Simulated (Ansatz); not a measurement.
**CH5BF2Si: one species, many methods**

The task here is to estimate one member of a computed series from the others.

Method: functionals in def2-TZVPP, the program's frozen cores in correlated methods; program: Ansatz 0.2.0, Gaussian basis.

Levels to be run: PBE-D4, r2SCAN-D4, PBE0-D4, B3LYP-D4, ωB97X-V, ωB97M-V, B2PLYP; CCSD(T)/def2-TZVPP; MP2/def2-QZVPP; extrapolation to the limit.

## The geometry

All runs share one geometry, relaxed beforehand with PBE0-D4 in a triple-zeta def2 set.

SMILES `CB[SiH](F)F`, 10 atoms, charge 0, spin multiplicity 1.

Atoms are counted from 1 here; the program's logs count them from 0.

Bond lengths: C1–B2 1.545 Å, C1–H6 1.107 Å, C1–H7 1.091 Å, C1–H8 1.092 Å, B2–Si3 2.020 Å, B2–H9 1.200 Å, Si3–F4 1.598 Å, Si3–F5 1.598 Å, Si3–H10 1.485 Å. Angles: B2–C1–H6 101.9°, B2–C1–H7 116.2°, B2–C1–H8 115.2°, H6–C1–H7 105.7°, H6–C1–H8 105.4°, H7–C1–H8 110.9°, C1–B2–Si3 123.2°, C1–B2–H9 119.6°, Si3–B2–H9 117.2°, B2–Si3–F4 111.4°, B2–Si3–F5 109.3°, B2–Si3–H10 115.7°, F4–Si3–F5 106.2°, F4–Si3–H10 106.4°, F5–Si3–H10 107.3°.

The first run:

in.yaml reads:

```yaml
crystal:
  periodic: [false, false, false]
  atoms:
    - {symbol: C, position_ang: [-1.254905, -0.836523, 0.438021]}
    - {symbol: B, position_ang: [-0.043674, 0.076183, 0.733518]}
    - {symbol: Si, position_ang: [1.286010, 0.639622, -0.678416]}
    - {symbol: F, position_ang: [0.961888, -0.039890, -2.087975]}
    - {symbol: F, position_ang: [1.177498, 2.217255, -0.908145]}
    - {symbol: H, position_ang: [-2.046554, -0.098353, 0.204689]}
    - {symbol: H, position_ang: [-1.175143, -1.473522, -0.443905]}
    - {symbol: H, position_ang: [-1.629884, -1.402060, 1.293358]}
    - {symbol: H, position_ang: [0.098898, 0.532594, 1.834241]}
    - {symbol: H, position_ang: [2.708966, 0.333591, -0.382486]}
basis:
  gaussian: {orbitals: def2-TZVPP}
hamiltonian: {xc: pbe, dispersion: d4}
output: {forces: true, orbitals: {seedname: orbitals}}
```

Command:

```
> ansatz run in.yaml --threads 4 --pin off --events-out ev --progress --plain --max-ram 10444MiB
```

Steps of the session up to this table: PBE-D4 (GGA); r2SCAN-D4 (meta-GGA); PBE0-D4 (hybrid); B3LYP-D4 (hybrid); ωB97X-V (range-separated); ωB97M-V (range-separated); B2PLYP (double hybrid); CCSD(T) in def2-TZVPP; MP2 in def2-QZVPP.

One of the session's tables, all rows but one given; the rest of the session is left out.

| method | atomisation energy (kJ/mol) |
| --- | --- |
| PBE-D4 | 3860.5 |
| r2SCAN-D4 | 3837.7 |
| PBE0-D4 | 3807.7 |
| B3LYP-D4 | 3818.4 |
| ωB97X-V | 3834.2 |
| ωB97M-V | 3831.1 |
| B2PLYP | 3790.9 |
| HF/def2-TZVPP | 2950.6 |
| MP2/def2-TZVPP | 3808.6 |
| CCSD/def2-TZVPP | ? |
| CCSD(T)/def2-TZVPP | 3730.6 |
| MP2/CBS | 3902.7 |
| CCSD(T)/CBS | 3824.7 |

**Question.** Estimate the row for CCSD/def2-TZVPP.

**Answer.** atomisation energy (kJ/mol): 3688.4. In the column «atomisation energy (kJ/mol)» it lies between HF/def2-TZVPP (2950.6) and CCSD(T)/def2-TZVPP (3730.6).

Limits of these values: Free atoms (1 C, 1 B, 1 Si, 2 F, 5 H) were run apart at each level; the atomisation energy is their sum less the molecule, without zero-point or spin-orbit terms.
